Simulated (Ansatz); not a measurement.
**CH6NSn (charge +1): two geometries relaxed**

Program: Ansatz 0.2.0. Level of theory: RKS B3LYP/def2-SVP. These are calculated values, not measurements.

**1. The structure to begin with**

Bond lengths: C1–Sn2 2.190 Å, Sn2–N3 2.033 Å, C1–H4 1.094 Å, C1–H5 1.090 Å, C1–H6 1.093 Å, Sn2–H7 1.802 Å, N3–H8 1.020 Å, N3–H9 1.020 Å. Angles: C1–Sn2–N3 104.8°, C1–Sn2–H7 131.2°, N3–Sn2–H7 124.0°, Sn2–C1–H4 105.0°, Sn2–C1–H5 112.4°, Sn2–C1–H6 105.0°, H4–C1–H5 111.8°, H4–C1–H6 110.4°, H5–C1–H6 111.8°, Sn2–N3–H8 117.1°, Sn2–N3–H9 117.3°, H8–N3–H9 105.7°.

Coordinates:

```xyz
9

C    -0.9436    1.0358   -0.8459
Sn    0.8307   -0.1249   -0.2979
N     0.2849   -1.1489    1.3717
H    -1.7316    0.2927   -0.9987
H    -0.7838    1.6451   -1.7352
H    -1.1622    1.6488    0.0329
H     2.4614   -0.2311   -1.0578
H     0.2444   -2.1653    1.3006
H     0.7998   -0.9523    2.2302
```

**2. Relaxing end A**

input.yaml reads:

```yaml
crystal:
  periodic: [false, false, false]
  atoms:
    - { symbol: C, position_ang: [-0.94356, 1.0358, -0.84587] }
    - { symbol: Sn, position_ang: [0.83067, -0.12485, -0.29789] }
    - { symbol: "N", position_ang: [0.28487, -1.14891, 1.37171] }
    - { symbol: H, position_ang: [-1.73162, 0.29271, -0.99868] }
    - { symbol: H, position_ang: [-0.78378, 1.64511, -1.73521] }
    - { symbol: H, position_ang: [-1.16216, 1.64878, 0.03288] }
    - { symbol: H, position_ang: [2.46137, -0.23112, -1.05777] }
    - { symbol: H, position_ang: [0.24438, -2.16528, 1.3006] }
    - { symbol: H, position_ang: [0.79984, -0.95225, 2.23023] }
total_charge: 1
basis:
  gaussian: { orbitals: def2-SVP }
hamiltonian:
  xc: b3lyp
relax:
  f_tol: 0.015
  max_steps: 40
```

Launch:

```bash
$ ansatz run input.yaml --threads 1 --pin off --max-ram 2048MiB --backend cpu --events-out ev --progress --plain --runs-dir out
```

What time and memory should one allow on 1 thread of Intel Xeon Platinum 8488C (Sapphire Rapids), shared host?

About 85 s, with a peak of 0.18 GiB.
